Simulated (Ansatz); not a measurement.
Consider a ranking of structure types by relaxed energy of Cu on several prototypes (the Ansatz DFT code, driven from Python).

`run_prototypes.py`
```python
"""Relaxed energies of Cu in several structure types."""

from dataclasses import dataclass
import warnings

import ansatz as az
import numpy as np


@dataclass
class Options:
    xc: str = "pbesol"
    cutoff: int = 520
    k_spacing: float = 0.27
    occupations: str = "gaussian"
    sigma: float = 0.05


cfg = Options()


def bcc(A, a):
    return az.Crystal.bcc(A, a=a)


def diamond(a_site, a):
    return (
        az.Lattice.fcc(a)
        .space_group(227, origin_choice=1)
        .atom(a_site, (0, 0, 0))
        .primitive()
    )


def sc(first, a):
    return (
        az.Lattice.cubic(a)
        .space_group(221)
        .atom(first, (0, 0, 0))
    )


def ground_state(name, crystal):
    calc = crystal.calculation()
    calc = calc.functional(cfg.xc).basis(cfg.cutoff)
    calc = calc.kpoints(spacing=cfg.k_spacing)
    calc = calc.occupations(cfg.occupations, width=cfg.sigma)
    calc = calc.stress().band_table()
    calc = calc.relax(force_tolerance=0.02, cell=True)
    return calc.run(threads=1)


def volume_per_atom(outcome):
    return abs(np.linalg.det(outcome.lattice.cell_ang)) / len(outcome.lattice.sites)


def pressure_gpa(outcome):
    return float(np.trace(outcome.report["stress_gpa"]) / 3)

# starting lattice constants are rough guesses; the relaxation finds the rest
warnings.simplefilter("ignore", az.DeckWarning)

phases = {}
phases["bcc"] = bcc("Cu", 2.87)
phases["diamond"] = diamond("Cu", 4.97)
phases["sc"] = sc("Cu", 2.35)

done = {}
for name, crystal in phases.items():
    try:
        done[name] = ground_state(name, crystal)
    except az.NonConvergedError as error:
        print(name, "did not converge:", str(error)[:120])

energy = {name: o.report["energy_sigma0_ev"] / len(o.lattice.sites) for name, o in done.items()}
lowest = min(energy.values())
rows = [(name, len(o.lattice.sites), 1000 * (energy[name] - lowest), volume_per_atom(o), pressure_gpa(o)) for name, o in done.items()]
rows.sort(key=lambda row: row[2])
print("     phase       atoms  dE (meV/atom)  V (A^3/atom)     P (GPa)")
for row in rows:
    print(f"{str(row[0]):>10}  {row[1]:10d}  {row[2]:13.1f}  {row[3]:12.3f}  {row[4]:10.2f}")
```

Which of these structures comes out lowest, and how far apart are they?

By space group at the end of each run: Im-3m (+0 meV an atom, 11.4 Å³), Pm-3m (+479 meV an atom, 13.1 Å³) and Fd-3m (+1145 meV an atom, 17.9 Å³).

The run itself:

```console
$ python run_prototypes.py
     phase       atoms  dE (meV/atom)  V (A^3/atom)     P (GPa)
       bcc           1            0.0        11.358       -0.01
        sc           1          478.9        13.114        0.02
   diamond           2         1144.9        17.882        0.00
```

Reading the output:
- No spin polarisation was allowed.
- Pressure is positive in compression.
- The cells are built on prototypes, so most aren't the phase found in nature. Rows bear the name of their start, and a relaxation keeps or raises the symmetry. Differences under about 40 meV an atom lie within the error of mesh and functional.
- Finished in 44 s on 1 thread of Arm Neoverse N1 (shared host), peak memory 0.42 GiB.

(Lines on the test bed's own set-up are left out of the output.)
